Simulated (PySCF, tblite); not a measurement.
**C₅H₁₆BNSi₂: geometry, infrared bands and NMR shifts**

What infrared bands and NMR shifts should C₅H₁₆BNSi₂ (`[SiH3]N([SiH3])B1CCCCC1`) show?

Computed with tblite 0.8.0 and PySCF 2.14.0, with density-fitted response routines of our own, on a single molecule in the gas phase. Atoms are numbered from 0 throughout.

### 1 The molecule as given

25 atoms, charge 0, multiplicity 1; geometry from: force field or distance geometry start.

Bonds of the start (Å): Si0–N1 1.77, N1–Si2 1.75, N1–B3 1.53, B3–C4 1.58, C4–C5 1.47, C5–C6 1.47, C6–C7 1.48, C7–C8 1.51, C8–B3 1.57, Si0–H9 1.49, Si0–H10 1.46, Si0–H11 1.47, Si2–H12 1.48, Si2–H13 1.48, Si2–H14 1.47, C4–H15 1.12, C4–H16 1.12, C5–H17 1.12, C5–H18 1.12, C6–H19 1.12, C6–H20 1.11, C7–H21 1.12, C7–H22 1.11, C8–H23 1.09, C8–H24 1.12.

### 2 Relaxing the molecule with GFN2-xTB

The job: settings as JSON, then the geometry in Å.

```
{"job": {"kind": "relax", "xc": "GFN2-xTB", "basis": "xTB"}, "charge": 0, "multiplicity": 1}
Si    -2.601500    -1.275100     0.957700
N     -1.639500     0.208300     0.864200
Si    -2.523900     1.431500    -0.028200
B     -0.227500    -0.032500     0.315600
C      0.847600    -0.469700     1.386000
C      2.258700    -0.330200     1.002200
C      2.628800     0.084500    -0.362900
C      1.615200    -0.053100    -1.427900
C      0.251900     0.495000    -1.080400
H     -3.962800    -0.876200     1.428400
H     -2.135600    -2.260100     1.922700
H     -2.779600    -1.858500    -0.379300
H     -3.637900     0.867000    -0.830200
H     -3.149000     2.333700     0.966200
H     -1.654500     2.256500    -0.879900
H      0.675600    -1.515900     1.747500
H      0.666400     0.172600     2.286300
H      2.745500     0.384200     1.717500
H      2.772000    -1.303800     1.221800
H      3.009700     1.136200    -0.327800
H      3.510300    -0.523700    -0.667000
H      1.966000     0.569000    -2.290300
H      1.545000    -1.083200    -1.841400
H      0.274400     1.589400    -1.087800
H     -0.466200     0.078500    -1.825100
```

The run is started by

```sh
$ OMP_NUM_THREADS=1 python probes_run.py task.json out
```

This one command runs all jobs of the session in turn.

**Question.** This job is followed by: GFN2-xTB harmonic vibrations, gas phase; GIAO PBE0/pcSseg-1 NMR shielding, non-relativistic, gas phase. What will the session give for the following? strongest single infrared mode (GFN2-xTB); zero-point energy (GFN2-xTB); 13C shifts against TMS (PBE0/pcSseg-1, means over atoms taken as alike); 1H shifts against TMS (PBE0/pcSseg-1, means over atoms taken as alike); 29Si shifts against TMS (PBE0/pcSseg-1, means over atoms taken as alike); 15N shifts against NH3 (PBE0/pcSseg-1); 11B shifts against BF3·OEt2 (PBE0/pcSseg-1); surface potential, 1st and 99th percentile.

The runs gave:

```
                                                                quantity                       value
                               strongest single infrared mode (GFN2-xTB)       2280 cm⁻¹, 550 km/mol
                                            zero-point energy (GFN2-xTB)              124.0 kcal/mol
 13C shifts against TMS (PBE0/pcSseg-1, means over atoms taken as alike)        31.3, 29.9, 24.0 ppm
  1H shifts against TMS (PBE0/pcSseg-1, means over atoms taken as alike)  4.83, 1.74, 1.53, 1.12 ppm
29Si shifts against TMS (PBE0/pcSseg-1, means over atoms taken as alike)                   -48.9 ppm
                                  15N shifts against NH3 (PBE0/pcSseg-1)                    80.9 ppm
                             11B shifts against BF3·OEt2 (PBE0/pcSseg-1)                    54.3 ppm
                                   surface potential, 1st and 99th percentile          -0.14 V and 1.12 V
```

**Reading.** The optimisation took 262 steps and gained 1.528 eV; among the close pairs (by a distance rule), N1–B3 changed most, from 1.534 to 1.421 Å. All 69 modes are real, so the xTB geometry is a minimum. The strongest single mode, at 2280 cm⁻¹, moves mainly H9 and H13. GFN2-xTB is a fitted tight-binding method: band positions and strengths are rough. Its intensities can rank the bands wrongly. At PBE0/pcSseg-1: The largest span, 176 ppm, is at N1, where the paramagnetic term is -143 ppm.
